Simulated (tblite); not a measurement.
# C7H8BFSi: the cost of one run

Programs: tblite 0.8.0 and PySCF 2.14.0, with density-fitted response routines of our own. Each step states its level of theory. These are calculated values for one molecule in the gas phase, unless marked as measured. Atoms are numbered from 0 throughout.

### Step 1. Starting geometry

18 atoms, charge 0, multiplicity 1; geometry from: force field or distance geometry start.

Bonds of the start (Å): C0–C1 1.47, C1–C2 1.18, C2–C3 1.42, C3–C4 1.30, C4–F5 1.37, C4–C6 1.44, C6–C7 1.28, C7–B8 1.56, B8–Si9 1.96, Si9–C3 1.86, C0–H10 1.11, C0–H11 1.11, C0–H12 1.10, C6–H13 1.10, C7–H14 1.12, B8–H15 1.20, Si9–H16 1.46, Si9–H17 1.45.

### Step 2. Geometry optimisation with GFN2-xTB

What the job is given:

```
{"job": {"kind": "relax", "xc": "GFN2-xTB", "basis": "xTB"}, "charge": 0, "multiplicity": 1}
C      3.952600    -0.576500    -0.284100
C      2.500200    -0.342000    -0.282700
C      1.334600    -0.143400    -0.266100
C     -0.068300     0.086800    -0.272500
C     -0.513500     1.297500    -0.395200
F      0.427400     2.284800    -0.545800
C     -1.885400     1.726000    -0.446100
C     -2.893500     0.951100    -0.343600
B     -2.924700    -0.601300    -0.172900
Si    -1.147700    -1.405600    -0.035000
H      4.520400     0.337000    -0.028200
H      4.197900    -1.362100     0.459600
H      4.273100    -0.888000    -1.288100
H     -2.072900     2.806100    -0.567100
H     -3.904300     1.426400    -0.391700
H     -3.820500    -1.240600    -0.642300
H     -0.911000    -2.394800    -1.080200
H     -1.073200    -1.955100     1.305600
```

On the command line:

```console
$ OMP_NUM_THREADS=1 python probes_run.py task.json out
```

One launch serves the whole session: the jobs run in the order shown.

**Question.** How long does this first job take on 1 thread of Arm Neoverse N1, shared host?

About 1.5 s.
